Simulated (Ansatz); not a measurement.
Crystal: Ge2Sb2Te5.

```
Te Sb Ge
1.0
     4.29406    0.00000    0.00000
    -2.14703    3.71877    0.00000
     0.00000    0.00000   17.10135
Te Sb Ge
5 2 2
Direct
  0.66667 0.33333 0.41989
  0.33333 0.66667 0.58011
  0.33333 0.66667 0.20154
  0.66667 0.33333 0.79846
  0.00000 0.00000 0.00000
  0.00000 0.00000 0.32007
  0.00000 0.00000 0.67993
  0.66667 0.33333 0.10290
  0.33333 0.66667 0.89711
```

The cell comes from a database or a generator and needn't be the stable form of this composition.

```yaml
Program: Ansatz 0.2.0
Task: relaxation of cell and atoms
Functional: PBEsol
Potentials_or_basis: JTH PAW
Cutoff: "1950 eV (not typed: the program's choice for these potentials)"
k_mesh: 7 × 7 × 2
Occupations: fermi-dirac, width 0.05 eV
Spin: no spin polarisation
```

At the start: volume 30.34 Å³/atom.

Task: How do energy, volume and symmetry change on relaxing?

Result: It ends after 5 steps and the volume is 29.00 Å³/atom (-4.4 %); space group P-3m1 (No. 164, to 0.05 Å).

Step by step:
| step | energy change (eV) | largest force (eV/Å) | volume (Å³) |
| --- | --- | --- | --- |
| 1 | 0.0000 | 0.1064 | 273.09 |
| 2 | -0.0426 | 0.1298 | 253.34 |
| 3 | -0.0977 | 0.0088 | 261.52 |
| 4 | -0.0981 | 0.0065 | 260.97 |
| 5 | -0.0979 | 0.0064 | 260.97 |

Final structure:
```yaml
crystal:
  lattice:
    - [4.22744, 0.00000, 0.00000]
    - [-2.11372, 3.66107, 0.00000]
    - [0.00000, 0.00000, 16.86164]
  atoms:
    - { symbol: Te, position: [0.66667, 0.33333, 0.41920] }
    - { symbol: Te, position: [0.33333, 0.66667, 0.58080] }
    - { symbol: Te, position: [0.33333, 0.66667, 0.19857] }
    - { symbol: Te, position: [0.66667, 0.33333, 0.80143] }
    - { symbol: Te, position: [0.00000, 0.00000, 0.00000] }
    - { symbol: Sb, position: [0.00000, 0.00000, 0.31717] }
    - { symbol: Sb, position: [0.00000, 0.00000, 0.68283] }
    - { symbol: Ge, position: [0.66667, 0.33333, 0.10042] }
    - { symbol: Ge, position: [0.33333, 0.66667, 0.89958] }
```

Caveat: the plane-wave basis is chosen anew once the cell has moved, so the energies of steps on either side of that aren't comparable.
